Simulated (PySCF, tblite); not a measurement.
# C8H12: geometry, infrared bands and NMR shifts

Aim: predict the infrared bands and NMR shifts of C8H12 (`C=CC(C)(C)C#CC`).

The runs use tblite 0.8.0 and PySCF 2.14.0, with density-fitted response routines of our own; the level of theory stands in each step. All values are computed, except where a source is named. Atoms are numbered from 0 throughout.

### 1 Starting geometry

20 atoms, charge 0, multiplicity 1; geometry from: force field or distance geometry start.

Bonds of the start (Å): C0–C1 1.34, C1–C2 1.50, C2–C3 1.50, C2–C4 1.51, C2–C5 1.47, C5–C6 1.21, C6–C7 1.48, C0–H8 1.09, C0–H9 1.09, C1–H10 1.09, C3–H11 1.11, C3–H12 1.13, C3–H13 1.12, C4–H14 1.13, C4–H15 1.09, C4–H16 1.12, C7–H17 1.12, C7–H18 1.10, C7–H19 1.10.

### 2 Geometry optimisation with GFN2-xTB

Job settings and geometry (Å):

```
{"job": {"kind": "relax", "xc": "GFN2-xTB", "basis": "xTB"}, "charge": 0, "multiplicity": 1}
C     -1.033100     1.866600     0.678000
C     -1.312900     1.069900    -0.362000
C     -0.725600    -0.312500    -0.276400
C     -1.384900    -1.134500     0.791300
C     -0.934400    -1.022900    -1.591300
C      0.707900    -0.114900    -0.025000
C      1.889700     0.067900     0.186000
C      3.321100     0.312100     0.455100
H     -1.397200     2.888500     0.743800
H     -0.441500     1.512900     1.516200
H     -1.917500     1.403500    -1.201200
H     -0.924400    -2.141800     0.790100
H     -2.471100    -1.270700     0.523400
H     -1.289200    -0.660500     1.802600
H     -1.887700    -0.628000    -2.061400
H     -0.050900    -0.877500    -2.220100
H     -1.152700    -2.108900    -1.422700
H      3.514400     0.283200     1.555900
H      3.517400     1.336600     0.099000
H      3.967300    -0.458400     0.015600
```

The run is started by

```sh
$ OMP_NUM_THREADS=1 python probes_run.py task.json out
```

The driver reads the jobs from task.json and runs them one after another.

**Question.** This job is followed by: GFN2-xTB harmonic vibrations, gas phase; GIAO PBE0/pcSseg-1 NMR shielding, non-relativistic, gas phase. Predict these results of the whole session: strongest single infrared mode (GFN2-xTB); zero-point energy (GFN2-xTB); 13C shifts against TMS (PBE0/pcSseg-1, means over atoms taken as alike); 1H shifts against TMS (PBE0/pcSseg-1, means over atoms taken as alike); surface potential, 1st and 99th percentile.

The runs gave:

| quantity | value |
| --- | --- |
| strongest single infrared mode (GFN2-xTB) | 3046 cm⁻¹, 75 km/mol |
| zero-point energy (GFN2-xTB) | 107.0 kcal/mol |
| 13C shifts against TMS (PBE0/pcSseg-1, means over atoms taken as alike) | 153.2, 119.5, 90.3, 88.0, 37.0, 32.7, 4.8 ppm |
| 1H shifts against TMS (PBE0/pcSseg-1, means over atoms taken as alike) | 5.97, 5.97, 5.36, 2.07, 1.29 ppm |
| surface potential, 1st and 99th percentile | -0.90 V and 0.76 V |

**Reading.** The optimisation took 121 steps and gained 0.534 eV; among the close pairs (by a distance rule), C4–H14 changed most, from 1.134 to 1.088 Å. All 54 modes are real, so the xTB geometry is a minimum. The strongest single mode, at 3046 cm⁻¹, moves mainly H10. Unscaled tight-binding wavenumbers are off by several per cent, some by more. Its intensities can rank the bands wrongly. The most deshielded carbon is C1 (alkene CH), at 153.2 ppm: the olefinic region. At PBE0/pcSseg-1: The widest tensor belongs to C5: span 278 ppm, with a paramagnetic part of -169 ppm.
